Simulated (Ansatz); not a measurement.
Crystal: LiBe.

```
CELL_PARAMETERS angstrom
2.81115 0.00000 0.00000
0.00000 2.81115 0.00000
0.00000 0.00000 2.81115
ATOMIC_POSITIONS crystal
Be 0.50000 0.50000 0.50000
Li 0.00000 0.00000 0.00000
```

The cell comes from a database or a generator and needn't be the stable form of this composition.

Base run:

| Quantity | Value |
| --- | --- |
| Program | Ansatz 0.2.0 |
| Functional | PBE |
| Potentials or basis | all-electron LAPW, scalar-relativistic |
| Cutoff | 117 eV (chosen from the basis error) |
| Basis error allowed | 0.001 eV/atom |
| k mesh | 9 × 9 × 9 |
| Occupations | fermi-dirac, width 0.05 eV |
| Spin | no spin polarisation |

Its results: pressure 0.4 GPa.

After a change of settings the same cell gave: pressure -0.3 GPa. Which change was it?
A. functional from PBE to BLYP
B. functional from PBE to LDA
C. functional from PBE to PBEsol
D. functional from PBE to revPBE

C.

PBEsol binds more tightly than PBE, so the same cell stands under less pressure.
